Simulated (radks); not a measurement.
# Excited configurations of Sm³⁺

Aim: excitation energies and quantum defects of the outer electron of Sm³⁺, by total-energy differences.

Program: radks (a radial shooting solver on a logarithmic mesh, Libxc functionals) version 1. Level of theory: non-relativistic Kohn-Sham, r2SCAN, spin-unpolarised, spherical densities, point nucleus. These are calculated values, not measurements, unless marked.

## Step 1: The atom as given

- element: samarium (Z = 62)
- charge: +3
- electrons: 59
- configuration: [Xe] 4f5

The outer shells:

Sm³⁺
```
[Xe] core
4f [↑ ][↑ ][↑ ][↑ ][↑ ][  ][  ]
```

## Step 2: Ground configuration: [Xe] 4f5

The run's settings:

```text
Z 62
configuration [Xe] 4f5
relativity non-relativistic
functional r2scan,r2scan
spin unpolarised
nucleus point
```

## Step 3: The ion: [Xe] 4f4

The run's settings:

```text
Z 62
configuration [Xe] 4f4
relativity non-relativistic
functional r2scan,r2scan
spin unpolarised
nucleus point
```

## Step 4: Outer electron in 5d: [Xe] 4f4 5d1

The run's settings:

```text
Z 62
configuration [Xe] 4f4 5d1
relativity non-relativistic
functional r2scan,r2scan
spin unpolarised
nucleus point
```

## Step 5: Outer electron in 6s: [Xe] 4f4 6s1

The run's settings:

```text
Z 62
configuration [Xe] 4f4 6s1
relativity non-relativistic
functional r2scan,r2scan
spin unpolarised
nucleus point
```

## Step 6: Outer electron in 6d: [Xe] 4f4 6d1

The run's settings:

```text
Z 62
configuration [Xe] 4f4 6d1
relativity non-relativistic
functional r2scan,r2scan
spin unpolarised
nucleus point
```

## Step 7: Outer electron in 6f: [Xe] 4f4 6f1

The run's settings:

```text
Z 62
configuration [Xe] 4f4 6f1
relativity non-relativistic
functional r2scan,r2scan
spin unpolarised
nucleus point
```

## Step 8: Outer electron in 7s: [Xe] 4f4 7s1

The run's settings:

```text
Z 62
configuration [Xe] 4f4 7s1
relativity non-relativistic
functional r2scan,r2scan
spin unpolarised
nucleus point
```

## Step 9: Outer electron in 7p: [Xe] 4f4 7p1

The run's settings:

```text
Z 62
configuration [Xe] 4f4 7p1
relativity non-relativistic
functional r2scan,r2scan
spin unpolarised
nucleus point
```

## Step 10: Outer electron in 7d: [Xe] 4f4 7d1

The run's settings:

```text
Z 62
configuration [Xe] 4f4 7d1
relativity non-relativistic
functional r2scan,r2scan
spin unpolarised
nucleus point
```

## Step 11: Outer electron in 7f: [Xe] 4f4 7f1

The run's settings:

```text
Z 62
configuration [Xe] 4f4 7f1
relativity non-relativistic
functional r2scan,r2scan
spin unpolarised
nucleus point
```

Before running it: what results should come out? Wanted: for each run, outer orbital; excitation; binding; n*; quantum defect; <r>.

As calculated:

```csv
outer orbital,excitation (eV),binding (eV),n*,quantum defect,<r> (bohr)
5d,14.065,31.730,2.619,2.381,2.063
6s,20.103,25.693,2.911,3.089,3.272
6d,30.645,15.151,3.791,2.209,4.798
6f,36.833,8.963,4.928,1.072,7.520
7s,31.592,14.204,3.915,3.085,5.842
7p,33.581,12.215,4.222,2.778,6.536
7d,36.430,9.366,4.821,2.179,8.103
7f,39.526,6.270,5.892,1.108,11.53
```

**Reading.** Binding is E(ion) − E, and n* = 4/√(2·binding) in atomic units. The Δ-SCF energy to the ion that was run is 45.796 eV (NIST's first ionisation energy, to the ion's ground state: 41.6 eV, semi-empirical). Mean quantum defects: d 2.26, s 3.09, f 1.09, p 2.78. They fall with l, since high-l orbitals stay out of the core. Self-interaction in the functional shifts them, so they are the method's values and not measured ones. Relativity is left out here, which matters for elements this heavy. Spin polarisation and multiplet splitting are left out, so open shells lie too high by an amount that depends on their filling.
